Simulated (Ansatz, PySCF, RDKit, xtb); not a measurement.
**CSbO: from the formula to a structure**

Task: start from the formula CSbO (odd number of electrons), draw up candidate structures, narrow them down in stages, and characterise the one that lies lowest at 298.15 K.

Plan: many cheap relaxations first (GFN2-xTB), then density-functional screening, relaxation at PBE0-D3(BJ)/def2-SVP, vibrations and a final energy. The numbers are computed, not measured.

3 further runs of the same task are left out: 3 set aside as unsound or not needed.

**1. Drawing up candidates**

A program enumerates the bonding patterns with one Lewis structure each (two rings at most, one unusual centre or charged pair), with their diastereomers. O–O, O–halogen and N–halogen bonds and N–N–N chains are not drawn. That gives 3 candidates.

```tsv
label	SMILES	spin
c036	[C]1=[Sb][O]1	doublet
c119	[C]#[Sb]=[O]	doublet
c217	O=[C]=[Sb]	doublet
```

Candidates are built by distance geometry, with a force field where one applies, in up to four conformers (letters a to d). 2 starts with atoms placed at random are added, to find patterns that the rules miss.

Q: Predict the outcome of this search (final energies at CCSD(T)/def2-TZVPP).

| quantity | value |
| --- | --- |
| lowest structure found | O=[C]=[Sb], doublet, C∞v |
| next finalist | [C][Sb][O] ‡, doublet, 141.9 kcal/mol higher in G |
| share at equilibrium, among the finalists | 100.0 % |
| harmonic wavenumbers, lowest and highest (PBE0-D3(BJ)/def2-SVP) | 326 and 2078 cm⁻¹ |
| rotational constants, same geometry | 0.09662 cm⁻¹ |
| dipole moment (PBE0/def2-TZVPD) | 1.05 D |
| HOMO energy (highest over α and β) (PBE0/def2-TZVPD) | -5.87 eV |
| LUMO energy (lowest over α and β) (PBE0/def2-TZVPD) | -3.93 eV |
| lowest excitation (TD-B3LYP/def2-SVPD) | 2.62 eV (f = 0.000) |
| vertical ionisation energy (to the singlet cation) | 9.04 eV |
| vertical electron affinity | 2.02 eV |
| vertical quartet less doublet | +2.51 eV |

The search ends on `O=[C]=[Sb]`. Among the finalists first place is clear (141.9 kcal/mol); structures outside the list aren't covered. GFN2-xTB, HF/STO-3G, r2SCAN-D4/def2-SVP, PBE0-D3(BJ)/def2-SVP, HF/def2-TZVPP and MP2/def2-TZVPP already put its bonding pattern lowest among the structures in one piece. A large T1 diagnostic among the finalists warns that one reference determinant may not suffice. It concerns: the finalist [C][Sb][O] ‡ (doublet). Spin-orbit coupling, which matters for elements this heavy, is left out. A candidate that fell apart on refinement lay below the next finalist; fragments are not ranked, and their entropy would favour them further. The stability test raises a flag; for an open shell a flag towards a general spinor solution can be the free rotation of the spin. The search is not exhaustive (a finite list of starts, one conformer a finalist), so a lower isomer can't be ruled out.

‡ marks the bonded skeleton alone, with all bonds drawn single: no Lewis structure was assigned that passes a check against the bond lengths.
